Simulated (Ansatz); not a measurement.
# GaAs (F-43m): Pb in place of Ga, part 2 of 2

What happens around Pb in place of Ga in GaAs (F-43m)? The defect sits in a supercell of 32 host atoms, whose cell is held.

Ansatz 0.2.0; DFT PBE, scalar-relativistic, plane waves, PAW. Earlier steps stand in the parts before.

## 3. The output, continued: Pb_Ga, charge +0, atoms relaxed at the host's cell

Output, continued:

```text
  k-point 1: bands = ["-27.3050", "-27.3050", "-27.3050", "-27.3050", "-27.3049", "-27.3049", "-27.3047", "-27.3045", "-27.3044", "-27.3044", "-27.3044", "-27.3044", "-27.3042", "-27.3042", "-27.3040", "-27.3040", "-27.3036", "-27.3036", "-27.3035", "-27.3035", "-27.3035", "-27.3034", "-27.3033", "-27.3033", "-27.3032", "-27.3031", "-27.3031", "-27.3030", "-27.3018", "-27.3017", "-27.3017", "-27.3013", "-27.3012", "-27.3012", "-27.3011", "-27.3010", "-27.3010", "-27.3010", "-27.3009", "-27.3009", "-27.2947", "-27.2946", "-27.2946", "-27.2945", "-27.2945", "-27.2945", "-27.2945", "-27.2945", "-27.2944", "-27.2944", "-27.2944", "-27.2943", "-27.2943", "-27.2943", "-27.2943", "-27.2942", "-27.2942", "-27.2942", "-27.2940", "-27.2940", "-27.2940", "-27.2939", "-27.2939", "-27.2939", "-27.2917", "-27.2917", "-27.2916", "-27.2916", "-27.2916", "-27.2915", "-27.2915", "-27.2915", "-27.2711", "-27.2711", "-27.2711", "-27.2711", "-27.2711", "-27.2711", "-27.2711", "-27.2711", "-8.8192", "-8.8192", "-8.8192", "-8.7381", "-8.7381", "-7.0066", "-7.0045", "-7.0016", "-6.9991", "-6.9942", "-6.9917", "-6.9912", "-6.9872", "-6.9862", "-6.9846", "-6.9791", "-6.9783", "-6.9649", "-6.9627", "-6.9525", "-6.9282", "-6.9145", "-6.9144", "-6.9116", "-6.9108", "-6.9088", "-6.9075", "-6.9071", "-6.9052", "-6.9048", "-6.9035", "-6.9025", "-6.9019", "-6.8996", "-6.8983", "-6.8964", "-6.8941", "-6.8928", "-6.8874", "-6.8857", "-6.8841", "-6.8709", "-6.8691", "-6.8678", "-6.8648", "-6.8648", "-6.8641", "-6.8628", "-6.8622", "-6.8616", "-6.8614", "-6.8591", "-6.8582", "-6.8578", "-6.8572", "-6.8569", "-6.8558", "-6.8551", "-6.8541", "-6.8533", "-6.8530", "-6.8520", "-6.8498", "-6.8489", "-6.8477", "-6.8380", "-6.8372", "-6.8362", "-6.8358", "-6.8354", "-6.8348", "-6.8333", "-6.8323", "-6.8320", "-6.7855", "-6.7854", "-6.7852", "-6.7761", "-6.7760", "-6.7758", "-4.5014", "-3.9315", "-3.4804", "-3.4556", "-3.4254", "-3.4241", "-3.0124", "-2.9684", "-2.8048", "-2.7840", "-2.7811", "-2.7618", "-2.6036", "-2.5816", "-2.5174", "-2.3263", "0.2191", "1.2468", "1.4686", "1.5178", "1.5456", "1.5773", "1.5879", "1.6548", "2.0123", "2.0820", "2.3634", "2.4756", "2.5473", "2.5735", "3.6647", "4.0110", "4.4826", "4.5644", "4.5804", "4.5820", "4.6124", "4.6840", "4.7838", "5.0224", "5.0856", "5.2243", "5.2449", "5.4057", "5.5350", "5.5801", "5.5832", "5.6350", "5.6872", "5.7787", "5.7804", "5.8860", "5.9160", "6.0322", "6.0698", "6.1222", "6.1626", "6.5856", "6.5929", "6.6369", "6.7127", "7.1400", "7.2687", "7.6578", "8.8896", "9.4070", "9.5943", "9.7305", "9.7968", "9.9608", "10.0622", "10.0817", "10.1424", "10.1792", "10.2688", "10.2843", "10.4916", "10.5488", "10.5543", "10.6243", "10.9398", "11.0869", "11.1128", "11.4070", "11.4872", "11.5288", "11.6313", "11.7756", "11.8397", "11.8754", "11.9719", "12.0479", "12.1287", "12.1992", "12.2308", "12.2601", "12.2895", "12.4045", "12.7924", "12.8290", "12.9598", "13.1752", "13.2530", "13.2991", "13.3866", "13.4475", "13.6678", "13.7659", "13.7725", "13.8417"]
  k-point 2: bands = ["-27.3050", "-27.3050", "-27.3050", "-27.3050", "-27.3049", "-27.3049", "-27.3048", "-27.3045", "-27.3045", "-27.3045", "-27.3044", "-27.3044", "-27.3043", "-27.3042", "-27.3042", "-27.3039", "-27.3037", "-27.3036", "-27.3035", "-27.3035", "-27.3034", "-27.3034", "-27.3033", "-27.3033", "-27.3032", "-27.3032", "-27.3031", "-27.3031", "-27.3018", "-27.3017", "-27.3017", "-27.3013", "-27.3012", "-27.3012", "-27.3011", "-27.3010", "-27.3010", "-27.3010", "-27.3009", "-27.3009", "-27.2946", "-27.2946", "-27.2946", "-27.2946", "-27.2946", "-27.2946", "-27.2945", "-27.2945", "-27.2944", "-27.2944", "-27.2943", "-27.2943", "-27.2943", "-27.2943", "-27.2943", "-27.2942", "-27.2942", "-27.2941", "-27.2940", "-27.2940", "-27.2940", "-27.2939", "-27.2939", "-27.2939", "-27.2917", "-27.2917", "-27.2916", "-27.2916", "-27.2916", "-27.2915", "-27.2915", "-27.2915", "-27.2711", "-27.2711", "-27.2711", "-27.2711", "-27.2711", "-27.2711", "-27.2711", "-27.2711", "-8.8192", "-8.8192", "-8.8192", "-8.7381", "-8.7381", "-7.0055", "-6.9987", "-6.9987", "-6.9961", "-6.9947", "-6.9947", "-6.9935", "-6.9888", "-6.9888", "-6.9881", "-6.9833", "-6.9833", "-6.9641", "-6.9481", "-6.9453", "-6.9453", "-6.9124", "-6.9124", "-6.9118", "-6.9110", "-6.9095", "-6.9095", "-6.9075", "-6.9075", "-6.9029", "-6.9029", "-6.9012", "-6.8988", "-6.8988", "-6.8949", "-6.8943", "-6.8932", "-6.8932", "-6.8906", "-6.8906", "-6.8860", "-6.8670", "-6.8667", "-6.8667", "-6.8659", "-6.8658", "-6.8658", "-6.8635", "-6.8630", "-6.8630", "-6.8630", "-6.8600", "-6.8600", "-6.8577", "-6.8577", "-6.8541", "-6.8541", "-6.8540", "-6.8525", "-6.8525", "-6.8524", "-6.8514", "-6.8511", "-6.8497", "-6.8497", "-6.8388", "-6.8361", "-6.8361", "-6.8353", "-6.8353", "-6.8341", "-6.8339", "-6.8325", "-6.8325", "-6.7855", "-6.7852", "-6.7852", "-6.7763", "-6.7758", "-6.7758", "-4.1294", "-4.1071", "-4.1071", "-3.6216", "-3.1162", "-3.1162", "-3.1010", "-2.9471", "-2.8952", "-2.8952", "-2.5563", "-2.5563", "-2.5441", "-2.5387", "-2.5129", "-2.5129", "0.1980", "1.4341", "1.4494", "1.4494", "1.4587", "1.4587", "1.5427", "1.5973", "1.5973", "2.1497", "2.2192", "2.2192", "2.5396", "3.9150", "4.0876", "4.0876", "4.3078", "4.3555", "4.3555", "4.3754", "4.4413", "4.4413", "5.1405", "5.1405", "5.1804", "5.2338", "5.2719", "5.2719", "5.4444", "5.4444", "5.4523", "5.5987", "5.5987", "5.6064", "5.7869", "5.8219", "5.8219", "6.2173", "6.2173", "6.2371", "6.8253", "6.8253", "6.8507", "6.8676", "6.8676", "6.8755", "7.0086", "7.0086", "8.5723", "9.1789", "9.6880", "9.6880", "9.7947", "9.8843", "9.8843", "9.9076", "10.0587", "10.0587", "10.1880", "10.1992", "10.2169", "10.2169", "10.4731", "10.4731", "11.1657", "11.3908", "11.3908", "11.5083", "11.5083", "11.5669", "11.9960", "12.1068", "12.1191", "12.1191", "12.2111", "12.2111", "12.3744", "12.3744", "12.4390", "12.4390", "12.6036", "12.7363", "12.7721", "12.7721", "13.1591", "13.2279", "13.2279", "13.4140", "13.4140", "13.4422", "13.5865", "13.6929", "13.6929", "13.7904"]
  k-point 3: bands = ["-27.3051", "-27.3050", "-27.3050", "-27.3050", "-27.3049", "-27.3049", "-27.3047", "-27.3045", "-27.3045", "-27.3045", "-27.3044", "-27.3044", "-27.3043", "-27.3041", "-27.3041", "-27.3041", "-27.3038", "-27.3035", "-27.3035", "-27.3035", "-27.3035", "-27.3034", "-27.3033", "-27.3033", "-27.3032", "-27.3032", "-27.3031", "-27.3031", "-27.3019", "-27.3017", "-27.3016", "-27.3013", "-27.3013", "-27.3012", "-27.3010", "-27.3010", "-27.3010", "-27.3010", "-27.3009", "-27.3009", "-27.2946", "-27.2946", "-27.2946", "-27.2945", "-27.2945", "-27.2945", "-27.2945", "-27.2945", "-27.2945", "-27.2943", "-27.2943", "-27.2943", "-27.2943", "-27.2943", "-27.2943", "-27.2942", "-27.2942", "-27.2942", "-27.2940", "-27.2940", "-27.2940", "-27.2939", "-27.2939", "-27.2939", "-27.2917", "-27.2917", "-27.2916", "-27.2916", "-27.2916", "-27.2915", "-27.2915", "-27.2915", "-27.2711", "-27.2711", "-27.2711", "-27.2711", "-27.2711", "-27.2711", "-27.2711", "-27.2711", "-8.8192", "-8.8192", "-8.8192", "-8.7381", "-8.7381", "-7.0019", "-7.0018", "-7.0018", "-6.9970", "-6.9959", "-6.9959", "-6.9927", "-6.9913", "-6.9830", "-6.9792", "-6.9792", "-6.9791", "-6.9767", "-6.9527", "-6.9527", "-6.9387", "-6.9131", "-6.9131", "-6.9120", "-6.9090", "-6.9082", "-6.9082", "-6.9058", "-6.9052", "-6.9042", "-6.9042", "-6.9031", "-6.9000", "-6.8999", "-6.8999", "-6.8978", "-6.8919", "-6.8919", "-6.8888", "-6.8871", "-6.8819", "-6.8697", "-6.8681", "-6.8676", "-6.8676", "-6.8644", "-6.8644", "-6.8643", "-6.8629", "-6.8615", "-6.8615", "-6.8603", "-6.8601", "-6.8564", "-6.8559", "-6.8559", "-6.8555", "-6.8547", "-6.8547", "-6.8545", "-6.8519", "-6.8519", "-6.8487", "-6.8487", "-6.8464", "-6.8380", "-6.8368", "-6.8368", "-6.8367", "-6.8357", "-6.8357", "-6.8320", "-6.8320", "-6.8306", "-6.7858", "-6.7852", "-6.7851", "-6.7766", "-6.7757", "-6.7757", "-4.3008", "-3.7468", "-3.7468", "-3.7463", "-3.7317", "-3.2337", "-3.1191", "-3.0549", "-3.0469", "-3.0469", "-2.4326", "-2.4213", "-2.4213", "-2.4056", "-2.2942", "-2.2942", "0.1215", "1.2371", "1.2908", "1.3939", "1.3940", "1.3940", "1.4797", "1.5403", "1.5482", "1.5482", "2.4686", "3.2345", "3.4090", "3.4571", "3.4571", "4.1477", "4.1629", "4.1629", "4.2591", "4.5493", "4.6579", "4.7243", "4.7243", "4.9864", "5.1265", "5.1558", "5.1558", "5.2877", "5.6547", "5.6547", "5.7793", "5.8009", "5.8009", "5.8629", "5.9309", "6.0494", "6.0887", "6.0887", "6.3569", "6.3679", "6.3679", "6.3865", "6.5637", "6.6997", "6.6997", "6.7108", "6.8498", "6.8498", "8.6471", "9.2312", "9.2556", "9.2556", "9.3676", "10.0218", "10.1665", "10.2445", "10.2445", "10.3257", "10.3945", "10.6965", "10.8907", "10.8907", "10.8971", "11.0280", "11.0280", "11.0537", "11.0931", "11.1482", "11.2686", "11.4573", "11.4573", "11.6524", "12.0927", "12.2225", "12.2225", "12.4038", "12.4038", "12.4846", "12.5144", "12.6428", "12.7028", "12.7700", "12.7700", "12.7965", "12.9469", "12.9469", "12.9729", "13.0063", "13.0820", "13.0820", "13.3644", "13.3644", "13.4219", "13.5689"]
--- Relaxed structure (4 steps of the walk, 4 accepted, 0 SCFs on fresh bases) ---
  F+E_penalty+E_count = -146359.34090853 eV   max|allowed force component| = 2.415e-2 eV/Å
  atoms:
    - { symbol: Pb, position: [0.25, 0.5, 0.25] }
    - { symbol: Ga, position: [0.5025540551500549, 0.5, -0.004310336559719638] }
    - { symbol: Ga, position: [0.25, 0.7525540551500549, -0.0043103365597196575] }
    - { symbol: Ga, position: [0.75, 0.5, 0.75] }
    - { symbol: Ga, position: [0.5043103365597197, 0.7543103365597197, 0.7568643917097746] }
    - { symbol: Ga, position: [0.25, 0.0, 0.75] }
    - { symbol: Ga, position: [-0.004310336559719638, 0.5, 0.5025540551500549] }
    - { symbol: Ga, position: [0.7568643917097746, 0.7543103365597197, 0.5043103365597197] }
    - { symbol: Ga, position: [0.5043103365597196, 0.006864391709774596, 0.5043103365597196] }
    - { symbol: Ga, position: [0.25, 0.24568966344028034, 0.5025540551500549] }
    - { symbol: Ga, position: [-0.0043103365597196575, 0.7525540551500549, 0.25] }
    - { symbol: Ga, position: [0.75, 0.0, 0.25] }
    - { symbol: Ga, position: [0.5025540551500549, 0.24568966344028034, 0.25] }
    - { symbol: Ga, position: [-0.0025540551500549567, -0.006864391709774596, -0.0025540551500549567] }
    - { symbol: Ga, position: [0.7431356082902254, 0.24744594484994506, -0.002554055150054968] }
    - { symbol: Ga, position: [-0.002554055150054968, 0.24744594484994506, 0.7431356082902254] }
    - { symbol: As, position: [-0.025173737096459217, 0.22482626290354077, -0.025173737096459217] }
    - { symbol: As, position: [0.25, 0.24863769277264813, 0.7518536985133548] }
    - { symbol: As, position: [-0.0013623072273518666, 0.5, 0.7518536985133548] }
    - { symbol: As, position: [0.5013623072273519, 0.2532160057407067, 0.5013623072273519] }
    - { symbol: As, position: [0.25, 0.5, 0.5251737370964592] }
    - { symbol: As, position: [0.003216005740706712, 0.7513623072273519, 0.5013623072273519] }
    - { symbol: As, position: [0.7518536985133548, 0.24863769277264813, 0.25] }
    - { symbol: As, position: [0.5251737370964592, 0.5, 0.25] }
    - { symbol: As, position: [0.25, 0.7751737370964592, 0.25] }
    - { symbol: As, position: [-0.0013623072273518805, 0.0018536985133548317, 0.24999999999999997] }
    - { symbol: As, position: [0.7518536985133548, 0.5, -0.0013623072273518666] }
    - { symbol: As, position: [0.5013623072273519, 0.7513623072273519, 0.003216005740706712] }
    - { symbol: As, position: [0.24999999999999997, 0.0018536985133548317, -0.0013623072273518805] }
    - { symbol: As, position: [0.7481463014866452, 0.7467839942592932, 0.7481463014866452] }
    - { symbol: As, position: [0.4967839942592932, -0.0018536985133548317, 0.7481463014866451] }
    - { symbol: As, position: [0.7481463014866451, -0.0018536985133548317, 0.4967839942592932] }
```

It took 84 s on 8 threads of Arm Neoverse V1, shared host; peak memory 3.8 GiB.

Step by step:

```
step  energy from step 1 (eV/cell)  largest force component (eV/Å)
   1                        0.0000                          1.4908
   2                       -1.1094                          0.2089
   3                       -1.1708                          0.0241
   4                       -1.1708                          0.0242
```

Step 1 is the start. Step 4 solves the same geometry again.

The largest move, 0.25 Å, is shared by several atoms, As25 among them.

Result: free energy -146359.341 eV, no gap on the mesh.

Density in a lattice plane of the grid's cell (edges 9.95 and 9.95 Å, at 0.500 of the third edge), which holds Pb and Ga and As.

Ten even steps from ' ' (0.00 e/Å³) to '@' (50.47 e/Å³):
```
                        ..        ....          
                                                
                                                
....                                            
**..                              ..%%..      ::
..                                              
                                                
                                                
..        ..==::                                
@@..      ::==                                ::
                                                
                                                
                                                
                          ..                    
          ......        ==++                    
                        ..                      
                                                
                                                
                                    ....        
                      ..@@::      ..**::        
```
Columns run along the first of these edges and rows up along the second, over one cell in 24 and 20 even steps from the bottom left corner. Atoms in the plane (fractional): Pb at (0.25, 0.25), Ga at (0.50, 1.00), Ga at (0.75, 0.75), Ga at (1.00, 0.50), As at (1.00, 0.75), As at (0.25, 0.53), As at (0.53, 0.25), As at (0.75, 1.00).

ELF in the same plane.

Values, 12 rows by 12 columns:
```
0.22 0.33 0.12 0.02 0.16 0.26 0.24 0.47 0.65 0.70 0.62 0.09
0.60 0.64 0.29 0.02 0.07 0.17 0.12 0.13 0.47 0.29 0.26 0.62
0.28 0.61 0.16 0.02 0.03 0.03 0.02 0.10 0.25 0.22 0.29 0.70
0.71 0.55 0.12 0.44 0.50 0.17 0.02 0.16 0.26 0.25 0.47 0.65
0.27 0.27 0.69 0.47 0.63 0.29 0.02 0.08 0.16 0.10 0.13 0.47
0.40 0.32 0.67 0.17 0.61 0.15 0.01 0.02 0.02 0.02 0.12 0.24
0.27 0.43 0.64 0.68 0.39 0.08 0.15 0.29 0.17 0.03 0.17 0.26
0.09 0.09 0.32 0.33 0.39 0.39 0.61 0.63 0.50 0.03 0.07 0.16
0.01 0.18 0.40 0.00 0.33 0.68 0.17 0.47 0.44 0.02 0.02 0.02
0.02 0.20 0.39 0.40 0.32 0.64 0.67 0.69 0.12 0.16 0.29 0.12
0.02 0.08 0.20 0.18 0.09 0.43 0.32 0.27 0.55 0.61 0.64 0.33
0.01 0.02 0.02 0.01 0.09 0.27 0.40 0.27 0.71 0.28 0.60 0.22
```
Columns run along the first of these edges and rows up along the second, over one cell in 12 and 12 even steps from the bottom left corner. Atoms in the plane (fractional): Pb at (0.25, 0.25), Ga at (0.50, 1.00), Ga at (0.75, 0.75), Ga at (1.00, 0.50), As at (1.00, 0.75), As at (0.25, 0.53), As at (0.53, 0.25), As at (0.75, 1.00).

Both are smooth fields of the valence electrons: close to the nuclei they are not physical.

Maxima of ELF outside the ion cores: 0.79 on the As–Ga line, 1.2 Å from As; 0.69 on the As–Pb line, 1.0 Å from As.

## 4. How the shell moved

| state | neighbours of the first change (round the atom where it ends) | largest move from the ideal sites (Å) | cell moment (μB) | gap on the mesh (eV) |
| --- | --- | --- | --- | --- |
| ideal sites | 4 As at 2.49 Å |  | 0.00 |  |
| charge 0 | 4 As at 2.74 Å | 0.25 | 0.00 | none |

## 5. Results

This closing draws on all 2 parts.

| quantity | value |
| --- | --- |
| formation energy, neutral | 1.80 eV |
| largest move, neutral | 0.25 Å |

What this shows: With atoms taken from and given to the elements' standard states, the neutral defect costs 1.80 eV; that is one limit of the chemical potentials, and it holds no correction for gases. In the neutral cell the 4 nearest neighbours move out by 0.25 Å on average. A cell of 32 atoms is small: the defect feels its images, and no test of size was made. Spin–orbit coupling is left out.
